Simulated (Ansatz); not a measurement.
# GaSiH₃ (triplet): relaxing a cheap start

Where does this start of GaSiH₃ (triplet) end when it is relaxed?

The runs use Ansatz 0.2.0, Gaussian basis; UKS PBE0/def2-TZVP.

## (1) Starting geometry

5 atoms, charge 0, spin multiplicity 3.

Atoms are counted from 1 here; the program's logs count them from 0.

Bond lengths: Si1–Ga2 2.381 Å, Si1–H3 1.502 Å, Ga2–H4 1.630 Å, Ga2–H5 1.628 Å. Angles: Ga2–Si1–H3 115.7°, Si1–Ga2–H4 136.2°, Si1–Ga2–H5 117.5°, H4–Ga2–H5 106.3°.

Geometry (Å):

```xyz
5
GaH3Si
Si   -1.70073   -0.14069   -0.00698
Ga    0.67297    0.04116    0.00252
H    -2.45388    1.15827    0.01232
H     1.75940    1.25591    0.02548
H     1.53236   -1.34122   -0.01786
```

The start was built by rule and, where that kept it together, relaxed with GFN2-xTB. Sticks and bond lists go by distance. No spin-orbit coupling is included. 

## (2) Relaxation

Input file in.yaml:

```yaml
crystal:
  periodic: [false, false, false]
  atoms:
    - {symbol: Si, position_ang: [-1.700733, -0.140685, -0.006978]}
    - {symbol: Ga, position_ang: [0.672969, 0.041159, 0.002522]}
    - {symbol: H, position_ang: [-2.453882, 1.158274, 0.012323]}
    - {symbol: H, position_ang: [1.759401, 1.255907, 0.025483]}
    - {symbol: H, position_ang: [1.532360, -1.341218, -0.017859]}
basis:
  gaussian: {orbitals: def2-TZVP}
magnetization: {spin_polarized: true, initial_magnetization: 2}
hamiltonian: {xc: pbe0}
relax: {f_tol: 0.004, max_steps: 80}
```

Started as:

```console
$ ansatz run in.yaml --threads 1 --pin off --events-out ev --progress --plain --max-ram 2176MiB
```

What does the calculation give? Wanted: energy gained; shift from the start; total energy; dipole moment; ⟨S²⟩.

**Answer**, as computed:

| quantity | value |
| --- | --- |
| steps | 7 |
| energy gained | 0.215 eV |
| shift from the start (rms) | 0.158 Å |
| total energy | -60291.7946 eV |
| dipole moment | 0.04 D |
| ⟨S²⟩ | 2.006 |

In words: The bonds of the start are those of the end. Ga2–H5 went from 1.628 to 1.563 Å. No vibrations were run, so this is a stationary point, not a proven minimum, and this spin need not be the ground state's.
